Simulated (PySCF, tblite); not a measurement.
**Si₄N₂H₁₂, a small molecule taken as a stand-in for a surface group: NMR shifts, core binding energies and electronic excitations, part 1 of 2**

What NMR shifts, core binding energies and electronic excitations should one expect for `[SiH3]N[SiH]([SiH3])N[SiH3]`?

Computed with tblite 0.8.0 and PySCF 2.14.0; each step states its level. No surroundings beyond the atoms listed, unless a continuum is named. Atoms count from 0, parts from 1.

## 1. Starting point

18 atoms, charge 0, multiplicity 1; geometry: distance geometry start.

## 2. Geometry optimisation with GFN2-xTB

Job settings and geometry (Å):

```
{"job": {"kind": "relax", "xc": "GFN2-xTB", "basis": "xTB"}, "charge": 0, "multiplicity": 1}
Si     0.023711    -0.199754    -0.158516
Si    -0.704676     1.901497    -0.998608
N     -0.954348    -0.836046     1.072555
Si    -2.368801    -1.517975     0.444028
N      1.432587    -0.208213     0.790210
Si     2.789716     0.234609    -0.117410
H      0.169789    -1.213466    -1.232215
H      0.270082     2.388197    -2.013648
H     -0.777256     2.871445     0.112430
H     -2.038572     1.762655    -1.641672
H     -0.412981    -1.563115     1.535209
H     -3.168158    -0.473935    -0.260852
H     -3.139050    -2.056405     1.601874
H     -2.005765    -2.650791    -0.461485
H      1.314851     0.418797     1.569905
H      2.644797     1.651259    -0.519421
H      2.926730    -0.636033    -1.322219
H      3.959946     0.126608     0.782671
```

Method: GFN2-xTB geometry optimisation, gas phase.

Run with:

```sh
OMP_NUM_THREADS=1 python cluster_run.py task.json out
```

This one command runs all jobs of the session in turn.

What it wrote:

```text
step      E/eV     max force
  0    -515.33688    2.099
  1    -515.50741    0.886
  2    -515.59600    0.767
  3    -515.64956    0.751
  4    -515.73122    0.664
  5    -515.78860    0.604
  6    -515.83557    0.488
  7    -515.87207    0.423
  8    -515.90728    0.365
  9    -515.94027    0.429
 10    -515.97111    0.442
 11    -515.99616    0.340
 12    -516.01188    0.285
 13    -516.02131    0.292
 14    -516.03019    0.220
 15    -516.03782    0.208
 16    -516.04285    0.184
 17    -516.04592    0.142
 18    -516.04851    0.139
 19    -516.05137    0.158
 20    -516.05447    0.147
 21    -516.05618    0.109
 22    -516.05820    0.116
 23    -516.06053    0.152
 24    -516.06315    0.179
 25    -516.06549    0.141
 26    -516.06752    0.095
 27    -516.06936    0.096
 28    -516.07107    0.106
 29    -516.07267    0.119
 30    -516.07430    0.099
 31    -516.07618    0.110
 32    -516.07818    0.125
 33    -516.07971    0.090
 34    -516.08062    0.057
 35    -516.08129    0.065
 36    -516.08215    0.087
 37    -516.08354    0.121
 38    -516.08549    0.128
 39    -516.08744    0.096
 40    -516.08869    0.057
 41    -516.08936    0.055
 42    -516.08995    0.056
 43    -516.09074    0.069
 44    -516.09181    0.086
 45    -516.09283    0.076
 46    -516.09349    0.051
 47    -516.09389    0.046
 48    -516.09423    0.046
 49    -516.09459    0.052
 50    -516.09493    0.048
 51    -516.09520    0.040
 52    -516.09542    0.038
 53    -516.09564    0.038
 54    -516.09590    0.046
 55    -516.09622    0.050
 56    -516.09661    0.049
 57    -516.09705    0.048
 58    -516.09747    0.047
 59    -516.09774    0.036
 60    -516.09792    0.035
 61    -516.09815    0.036
 62    -516.09851    0.064
 63    -516.09909    0.079
 64    -516.09977    0.063
 65    -516.10026    0.033
 66    -516.10046    0.028
 67    -516.10058    0.027
 68    -516.10072    0.028
 69    -516.10094    0.033
 70    -516.10128    0.036
 71    -516.10155    0.029
 72    -516.10169    0.023
 73    -516.10177    0.021
 74    -516.10185    0.019
 75    -516.10198    0.037
 76    -516.10218    0.055
 77    -516.10240    0.057
 78    -516.10259    0.036
 79    -516.10271    0.023
 80    -516.10281    0.023
 81    -516.10293    0.031
 82    -516.10308    0.036
 83    -516.10331    0.052
 84    -516.10361    0.040
 85    -516.10394    0.046
 86    -516.10419    0.040
 87    -516.10431    0.027
 88    -516.10439    0.029
 89    -516.10450    0.030
 90    -516.10462    0.027
 91    -516.10473    0.029
 92    -516.10482    0.025
 93    -516.10488    0.018
 94    -516.10494    0.021
 95    -516.10500    0.016
 96    -516.10505    0.022
 97    -516.10511    0.028
 98    -516.10520    0.035
 99    -516.10531    0.038
100    -516.10541    0.028
101    -516.10549    0.017
102    -516.10555    0.022
103    -516.10560    0.025
104    -516.10568    0.024
105    -516.10577    0.031
106    -516.10585    0.023
107    -516.10590    0.015
108    -516.10594    0.014
109    -516.10598    0.018
110    -516.10606    0.028
111    -516.10615    0.029
112    -516.10625    0.031
113    -516.10635    0.030
114    -516.10648    0.028
115    -516.10663    0.030
116    -516.10677    0.025
117    -516.10689    0.029
118    -516.10701    0.035
119    -516.10719    0.039
120    -516.10749    0.055
121    -516.10788    0.050
122    -516.10824    0.040
123    -516.10853    0.035
124    -516.10879    0.057
125    -516.10896    0.072
126    -516.10931    0.064
127    -516.10960    0.042
128    -516.10997    0.034
129    -516.11014    0.042
130    -516.11055    0.057
131    -516.11084    0.041
132    -516.11105    0.034
133    -516.11120    0.031
134    -516.11135    0.030
135    -516.11152    0.027
136    -516.11162    0.032
137    -516.11178    0.030
138    -516.11193    0.026
139    -516.11203    0.021
140    -516.11208    0.017
141    -516.11211    0.013
142    -516.11214    0.012
143    -516.11216    0.013
144    -516.11219    0.013
145    -516.11221    0.014
146    -516.11223    0.010
147    -516.11224    0.010
148    -516.11225    0.011
149    -516.11227    0.012
150    -516.11230    0.014
151    -516.11232    0.011
152    -516.11233    0.010
153    -516.11234    0.009
154    -516.11236    0.012
155    -516.11238    0.015
156    -516.11241    0.017
157    -516.11243    0.017
158    -516.11245    0.016
159    -516.11248    0.015
160    -516.11253    0.017
161    -516.11259    0.020
162    -516.11265    0.022
163    -516.11272    0.026
164    -516.11279    0.026
165    -516.11289    0.021
166    -516.11298    0.024
167    -516.11307    0.024
168    -516.11314    0.020
169    -516.11321    0.020
170    -516.11326    0.021
171    -516.11330    0.016
172    -516.11332    0.018
173    -516.11335    0.012
174    -516.11338    0.010
175    -516.11339    0.010
176    -516.11341    0.008
```

Wall time 5 s (1 thread of Arm Neoverse V2, shared host).

The steps of the relaxation:

```csv
step,energy from step 0 (eV),largest force (eV/Å)
0,0.0000,2.0985
7,-0.5352,0.4224
14,-0.6933,0.2202
21,-0.7193,0.1087
28,-0.7342,0.1068
35,-0.7444,0.0649
42,-0.7531,0.0562
49,-0.7577,0.0521
56,-0.7597,0.0482
63,-0.7622,0.0785
70,-0.7644,0.0360
77,-0.7655,0.0571
84,-0.7667,0.0395
91,-0.7679,0.0296
98,-0.7683,0.0344
105,-0.7689,0.0318
112,-0.7694,0.0305
119,-0.7703,0.0389
126,-0.7724,0.0645
133,-0.7743,0.0318
140,-0.7752,0.0177
147,-0.7754,0.0103
154,-0.7755,0.0124
161,-0.7757,0.0203
168,-0.7763,0.0197
175,-0.7765,0.0100
176,-0.7765,0.0083
```

Distances of close pairs at the start and the end, largest changes first:

```csv
bond,before (Å),after (Å),change (Å)
Si0–Si1,2.377,2.301,-0.077
Si0–N2,1.696,1.739,+0.043
Si0–N4,1.699,1.740,+0.041
N2–Si3,1.691,1.727,+0.036
N4–Si5,1.692,1.726,+0.034
Si5–H16,1.493,1.461,-0.032
Si3–H11,1.492,1.461,-0.031
Si3–H12,1.491,1.464,-0.028
```

## 3. Optimising the geometry at PBE0-D3(BJ)/def2-SVP

Job settings and geometry (Å):

```
{"job": {"xc": "PBE0", "basis": "def2-SVP", "d3": "d3bj", "grid": 2, "kind": "geom", "shake": 0.01}, "charge": 0, "multiplicity": 1}
Si     0.124409    -0.329484    -0.315236
Si    -0.824817     1.677369    -1.026571
N     -0.969620    -1.084769     0.815620
Si    -2.601567    -1.421263     0.657421
N      1.585433    -0.136222     0.560353
Si     3.096391     0.452325    -0.030555
H      0.463438    -1.242399    -1.406629
H      0.200577     2.572003    -1.638704
H     -1.455796     2.497241     0.044358
H     -1.852524     1.493175    -2.044750
H     -0.477043    -1.688601     1.482234
H     -3.261132    -0.171243     0.255990
H     -3.103507    -1.865285     1.971992
H     -2.923651    -2.462178    -0.330937
H      1.471389    -0.084037     1.570354
H      3.037573     1.887499    -0.366326
H      3.415739    -0.317581    -1.227384
H      4.055935     0.229092     1.054685
```

What it wrote:

```text
step   0  E = -1273.69486769  max force = 0.040000
step   1  E = -1273.70499726  max force = 0.011023
step   2  E = -1273.70585481  max force = 0.004056
step   3  E = -1273.70696891  max force = 0.007528
step   4  E = -1273.70777877  max force = 0.010771
step   5  E = -1273.70856285  max force = 0.007873
step   6  E = -1273.70901446  max force = 0.002259
step   7  E = -1273.70924008  max force = 0.003002
step   8  E = -1273.70938395  max force = 0.003469
step   9  E = -1273.70950263  max force = 0.001381
step  10  E = -1273.70956436  max force = 0.001090
step  11  E = -1273.70959339  max force = 0.001063
step  12  E = -1273.70961214  max force = 0.000682
step  13  E = -1273.70962854  max force = 0.000620
step  14  E = -1273.70964971  max force = 0.000830
step  15  E = -1273.70967369  max force = 0.001168
step  16  E = -1273.70969644  max force = 0.000816
step  17  E = -1273.70971438  max force = 0.000341
step  18  E = -1273.70972600  max force = 0.000416
optimisation converged
```

Wall time 4.8 min (1 thread of Arm Neoverse V2, shared host); peak memory 0.9 GiB.

The steps of the relaxation:

```csv
step,energy from step 0 (eV),largest force component (eV/Å)
0,0.0000,2.0569
1,-0.2756,0.5668
2,-0.2990,0.2086
3,-0.3293,0.3871
4,-0.3513,0.5539
5,-0.3727,0.4048
6,-0.3850,0.1162
7,-0.3911,0.1544
8,-0.3950,0.1784
9,-0.3982,0.0710
10,-0.3999,0.0561
11,-0.4007,0.0547
12,-0.4012,0.0351
13,-0.4017,0.0319
14,-0.4022,0.0427
15,-0.4029,0.0601
16,-0.4035,0.0420
17,-0.4040,0.0175
18,-0.4043,0.0214
```

Close pairs (by a distance rule), those that changed most:

```csv
bond,before (Å),after (Å),change (Å)
N2–Si3,1.674,1.740,+0.066
Si1–H9,1.458,1.496,+0.038
Si5–H16,1.458,1.492,+0.034
Si0–H6,1.463,1.495,+0.033
Si5–H17,1.466,1.497,+0.031
Si0–N4,1.714,1.744,+0.030
Si3–H13,1.471,1.497,+0.026
Si3–H11,1.469,1.493,+0.024
```

The final coordinates are the input of the step that follows.

```csv
at the end point,value
point group (found at 0.08 Å tolerance),C1
"rotational constants (GHz, main isotopes)","1.970, 0.759, 0.586"
dipole moment (D),1.28
```

## 4. Nuclear shieldings: PBE0/pcSseg-1

Job settings and geometry (Å):

```
{"job": {"kind": "nmr", "xc": "PBE0", "basis": "pcSseg-1"}, "charge": 0, "multiplicity": 1}
Si     0.168201    -0.204481    -0.487449
Si    -1.154766     1.625539    -1.131724
N     -0.821133    -1.409547     0.290359
Si    -2.485100    -1.351799     0.795649
N      1.469167     0.368934     0.523431
Si     3.189895     0.269474     0.272302
H      0.861332    -0.794739    -1.673905
H     -0.305322     2.494959    -2.006378
H     -1.565199     2.436348     0.058296
H     -2.382080     1.241177    -1.896403
H     -0.334187    -2.281779     0.490555
H     -2.940451     0.063788     0.660139
H     -2.629575    -1.782624     2.221348
H     -3.382873    -2.222019    -0.026907
H      1.177700     0.879788     1.354305
H      3.803961     1.571650    -0.140013
H      3.432001    -0.733293    -0.805696
H      3.880187    -0.164923     1.527475
```

With the program's defaults for keys left out, this is: GIAO PBE0/pcSseg-1 NMR shielding, non-relativistic, gas phase.

What it wrote:

```text
coarse grid: 16064 points
cycle   1  E = -1273.9961838951  dE = -1.630e-03  |g| = 5.675e-01  |ddm| = 3.770e+00
cycle   2  E = -1273.9180933662  dE =  7.809e-02  |g| = 8.137e-01  |ddm| = 1.078e+00
cycle   3  E = -1274.0614279029  dE = -1.433e-01  |g| = 6.339e-02  |ddm| = 7.521e-01
cycle   4  E = -1274.0624735243  dE = -1.046e-03  |g| = 1.261e-02  |ddm| = 1.022e-01
cycle   5  E = -1274.0625110839  dE = -3.756e-05  |g| = 4.567e-03  |ddm| = 2.299e-02
cycle   6  E = -1274.0625154876  dE = -4.404e-06  |g| = 1.707e-03  |ddm| = 5.643e-03
final grid: 134152 points
cycle   7  E = -1274.0894483345  dE = -1.058e-05  |g| = 7.454e-03  |ddm| = 1.647e-02
cycle   8  E = -1274.0894319028  dE =  1.643e-05  |g| = 1.146e-02  |ddm| = 1.465e-02
cycle   9  E = -1274.0894598038  dE = -2.790e-05  |g| = 3.900e-04  |ddm| = 9.156e-03
cycle  10  E = -1274.0894598215  dE = -1.772e-08  |g| = 1.500e-04  |ddm| = 4.140e-04
cycle  11  E = -1274.0894598257  dE = -4.255e-09  |g| = 5.816e-05  |ddm| = 1.594e-04
cycle  12  E = -1274.0894598264  dE = -7.062e-10  |g| = 1.046e-05  |ddm| = 5.508e-05
converged SCF energy = -1274.0894598264

GIAO shielding tensors (ppm)
atom      isotropic    diamagn.    paramagn.     s11        s22        s33       span
  0 Si     369.760     881.784    -512.024    331.889    384.201    393.189     61.301
  1 Si     460.463     881.792    -421.329    452.723    460.685    467.983     15.260
  2 N      232.259     326.905     -94.646    186.183    243.840    266.755     80.573
  3 Si     405.571     878.960    -473.390    363.584    384.620    468.508    104.924
  4 N      231.327     328.348     -97.021    199.541    237.749    256.691     57.149
  5 Si     403.501     878.502    -475.000    364.027    372.920    473.556    109.529
  6 H       26.151      31.628      -5.477     23.001     25.055     30.397      7.397
  7 H       27.951      29.720      -1.769     24.670     26.028     33.155      8.485
  8 H       27.714      30.576      -2.862     25.197     25.765     32.178      6.981
  9 H       27.690      29.880      -2.190     24.253     25.932     32.885      8.632
 10 H       31.001      32.505      -1.503     22.124     29.188     41.693     19.568
 11 H       26.659      29.906      -3.247     22.768     27.866     29.342      6.574
 12 H       26.501      28.146      -1.645     22.728     24.664     32.111      9.383
 13 H       26.606      27.716      -1.109     22.894     24.435     32.490      9.596
 14 H       31.458      34.815      -3.356     23.110     30.543     40.722     17.611
 15 H       26.602      27.676      -1.074     22.553     24.884     32.368      9.815
 16 H       26.617      28.757      -2.141     23.604     25.641     30.604      7.000
 17 H       26.474      27.590      -1.117     22.630     24.670     32.121      9.492
```

Run time: 31 s. Hardware: 1 thread of Arm Neoverse V2, shared host; peak memory 1.1 GiB.

The references, computed at this level on geometries of the same kind, shield at (ppm): 1H TMS 31.27, 29Si TMS 352.0, 15N NH3 265.7. Their shielding less the atom's gives the shift. The references are single molecules in the gas phase, so shifts against H2O, NH3, PH3, H3PO4 or CFCl3 are not on the usual liquid scales and can be off by tens of ppm.

```csv
atoms,environment,σ (ppm),δ (ppm)
H6,"hydrogen on a silicon bonded to 2 N, Si",26.15,5.12
H17,hydrogen on a silicon bonded to N,26.47,4.79
H12,hydrogen on a silicon bonded to N,26.50,4.77
H15,hydrogen on a silicon bonded to N,26.60,4.67
H13,hydrogen on a silicon bonded to N,26.61,4.66
H16,hydrogen on a silicon bonded to N,26.62,4.65
H11,hydrogen on a silicon bonded to N,26.66,4.61
H9,hydrogen on a silicon bonded to Si,27.69,3.58
H8,hydrogen on a silicon bonded to Si,27.71,3.55
H7,hydrogen on a silicon bonded to Si,27.95,3.32
H10,hydrogen on a nitrogen bonded to 2 Si,31.00,0.27
H14,hydrogen on a nitrogen bonded to 2 Si,31.46,-0.19
Si0,"silicon bonded to 2 N, Si, H",369.8,-17.8
Si5,"silicon bonded to N, 3 H",403.5,-51.5
Si3,"silicon bonded to N, 3 H",405.6,-53.6
Si1,"silicon bonded to Si, 3 H",460.5,-108.5
N4,"nitrogen bonded to 2 Si, H",231.3,34.3
N2,"nitrogen bonded to 2 Si, H",232.3,33.4
```

Charges from the same density, by scheme (e):

```csv
atoms,Mulliken,IAO,Hirshfeld,ESP fit
Si0,0.75,0.86,0.33,0.69
Si1,0.08,0.22,0.19,0.07
N2,-0.83,-0.93,-0.33,-0.87
Si3,0.61,0.73,0.35,0.53
N4,-0.84,-0.93,-0.33,-0.78
Si5,0.62,0.73,0.34,0.51
```

Mayer bond orders: Si0–Si1 0.93, Si0–N2 0.97, N2–Si3 0.97, Si0–N4 0.92, N4–Si5 0.96.

Orbitals, density, ELF and potential are computed afterwards from the orbital file.

Frontier orbitals at PBE0/pcSseg-1, with the share of their density that lies nearest to each atom:

```csv
orbital,energy (eV),lies on
HOMO,-7.26,"N4 38 %; N2 15 %; Si0, Si1 about 7 % each"
LUMO,-0.08,Si0 10 %; H10 9 %; Si1 8 %
```

ELF in a plane through or near 5 of the atoms.

Ten even steps from ' ' (0.00) to '@' (1.00):
```
                                                        
                                                        
                        --**--                          
                    ..%%@@@@@@--    ....                
                    ++@@@@@@@@++==%%@@@@**              
                    ..##@@@@%%..++@@@@@@@@..            
          ....          --++..::::@@@@@@##              
      ..**%%**..        ..##%%--==**##--                
      ==%%@@%%--    ....::++%%@@**::                    
      ::++##**::..::::--..##====::    ..::              
        ..----::::::::==..++..##**++::::++%%##==        
          --++====::::----::##++--%%--..**@@@@@@==      
          ::==++--..  ..  ..++**==##==::%%@@@@@@==      
            ......        ::%%@@%%--..::++%%%%==        
                          ::%%@@##..    ....            
                              ::                        
                                                        
                                                        
                                                        
                                                        
```
The map spans 13.3 Å across and 11.6 Å up, centred on the molecule. Atoms in the plane (x, y in Å): Si0 (-0.1, 0.1), N2 (1.1, -1.2), H7 (-0.2, 3.2), H9 (2.0, 2.5), H10 (0.8, -2.1).

log10 of the density (e/Å³) in the same plane.

Ten even steps from ' ' (-4.0) to '@' (1.3):
```
                                                        
                      ....::::....                      
                    ..::--------::::::....              
                  ..::--==++++====------::..            
                  ..--++**####**++++++==--::..          
        ..........::--==**####****####++==::..          
    ....::----::::::--==++****%%######++==::..          
    ::::--====--------==++**********++==--::..          
  ..::--==++++++====++++****##****++====----::..        
  ..::--==******++++******@@%%**++++==++====--::..      
    ::--==****##**********%%%%####**********++==::..    
    ::--==++**##****++++****##%%%%##****####**==--::    
    ..::--++++**++++======++**%%%%##****####**==--::    
    ..::--========--------++**####**++++++++++==::..    
      ..::::----::::....::==++++++==========--::....    
        ............      ::--------::::--::::..        
                                    ........            
                                                        
                                                        
                                                        
```
The map spans 13.3 Å across and 11.6 Å up, centred on the molecule. Atoms in the plane (x, y in Å): Si0 (-0.1, 0.1), N2 (1.1, -1.2), H7 (-0.2, 3.2), H9 (2.0, 2.5), H10 (0.8, -2.1).

On the surface of density 0.002 e/bohr³ the electrostatic potential runs, from the 1st to the 99th percentile, from -0.39 V near N2 to 1.71 V near H10.

(Continued in part 2 of 2.)
